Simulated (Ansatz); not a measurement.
# InAg: relaxation of cell and atoms with PBE

The system is InAg.

```xyz
2
Lattice="3.4648 0.0000 0.0000 0.0000 3.4648 0.0000 0.0000 0.0000 3.4648" Properties=species:S:1:pos:R:3 pbc="T T T"
In    1.7324    1.7324    1.7324
Ag    0.0000    0.0000    0.0000
```

The cell comes from a database or a generator and needn't be the stable form of this composition.

* Program: Ansatz 0.2.0
* Task: relaxation of cell and atoms
* Functional: PBE
* Potentials or basis: all-electron LAPW, scalar-relativistic
* Basis error allowed: 0.001 eV/atom
* k mesh: 8 × 8 × 8
* Occupations: fermi-dirac, width 0.05 eV
* Spin: no spin polarisation
* Target pressure: 10 GPa

```
Relaxed volume                                         : 19.02 Å³/atom
Relaxed cell                                           : a = 3.363 Å, b = 3.363 Å, c = 3.363 Å, α = 90.00°, β = 90.00°, γ = 90.00°
Space group after relaxing (to 0.05 Å)                 : Pm-3m (No. 221)
Energy change on relaxing (the enthalpy is what falls) : +63.6 meV/atom
Ionic steps                                            : 5
Pressure after relaxing                                : 10.0 GPa
```

Step by step:
| step | energy change (eV) | largest force (eV/Å) | volume (Å³) |
| --- | --- | --- | --- |
| 1 | 0.0000 | 0.0000 | 41.59 |
| 2 | 0.3151 | 0.0000 | 35.81 |
| 3 | 0.1066 | 0.0000 | 38.39 |
| 4 | 0.1271 | 0.0000 | 38.04 |
| 5 | 0.1271 | 0.0000 | 38.04 |

Final structure:
```cif
data_structure
_symmetry_space_group_name_H-M 'P 1'
_symmetry_Int_Tables_number 1
_cell_length_a 3.3633
_cell_length_b 3.3633
_cell_length_c 3.3633
_cell_angle_alpha 90.000
_cell_angle_beta 90.000
_cell_angle_gamma 90.000
_cell_volume 38.04
loop_
_atom_site_label
_atom_site_type_symbol
_atom_site_fract_x
_atom_site_fract_y
_atom_site_fract_z
_atom_site_occupancy
In1 In 0.50000 0.50000 0.50000 1
Ag1 Ag 0.00000 0.00000 0.00000 1
```

Wall time 31 s on 1 thread of Arm Neoverse V1 (shared host), peak memory 0.33 GiB.
